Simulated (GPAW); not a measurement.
VCrB4:

```
Cr V B
1.0
     2.99670    0.00000    0.00000
    -1.49835    2.59522    0.00000
     0.00000    0.00000    5.93490
Cr V B
1 1 4
Direct
  0.00000 0.00000 0.00000
  0.00000 0.00000 0.50000
  0.66667 0.33333 0.24684
  0.66667 0.33333 0.75316
  0.33333 0.66667 0.24684
  0.33333 0.66667 0.75316
```

The cell comes from a database or a generator and needn't be the stable form of this composition.

Base run:

| Item | Value |
| --- | --- |
| Program | GPAW 26.7.0 |
| Functional | PBEsol |
| Potentials or basis | PAW data sets generated in the run's folder for this functional |
| Cutoff | 800 eV |
| Basis | pw |
| k mesh | 10 × 10 × 5 |
| Occupations | fermi-dirac, width 0.05 eV |
| Spin | collinear spin, ferromagnetic start |
| Starting moments | [3.0, 2.0, 0.0, 0.0, 0.0, 0.0] μB |

Its results: pressure -5.3 GPa; net moment 0.58 μB per cell; site moments Cr +0.65; V -0.10; B +0.00 μB; largest force 0.024 eV/Å.

**Question.** The run is repeated on the same cell with these changes: k mesh from 10 × 10 × 5 to 7 × 7 × 3. What comes out?

**Answer.** Pressure -3.4 GPa; net moment 1.24 μB per cell; site moments Cr +1.27; V -0.08; B -0.00 μB; largest force 0.019 eV/Å.

Caveats: a cell with one magnetic atom can't hold antiferromagnetic order, which such compounds often take.
